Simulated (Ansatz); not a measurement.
The system is TaAs.

```
Ta As
1.0
    -1.72181    1.72181    5.86794
     1.72181   -1.72181    5.86794
     1.72181    1.72181   -5.86794
Ta As
2 2
Direct
  0.49997 0.49997 0.00000
  0.24997 0.74997 0.50000
  0.08263 0.08263 0.00000
  0.83263 0.33263 0.50000
```

The cell is a database's computed one.

Base run:

| Quantity | Value |
| --- | --- |
| Program | Ansatz 0.2.0 |
| Functional | PBEsol |
| Potentials or basis | all-electron LAPW, scalar-relativistic |
| Cutoff | 272 eV |
| Density cutoff | 1088 eV |
| Basis error allowed | 0.002 eV/atom |
| k mesh | 11 × 11 × 11 |
| Occupations | fermi-dirac, width 0.05 eV |
| Spin | no spin polarisation |

Its results: pressure -3.8 GPa; largest force 0.022 eV/Å.

Q: The run is repeated on the same cell with these changes: functional from PBEsol to LDA. What comes out?

A: Pressure -7.5 GPa; largest force 0.017 eV/Å.

LDA binds more tightly than PBEsol, so the same cell stands under less pressure.

Not every run made on this cell is shown here.
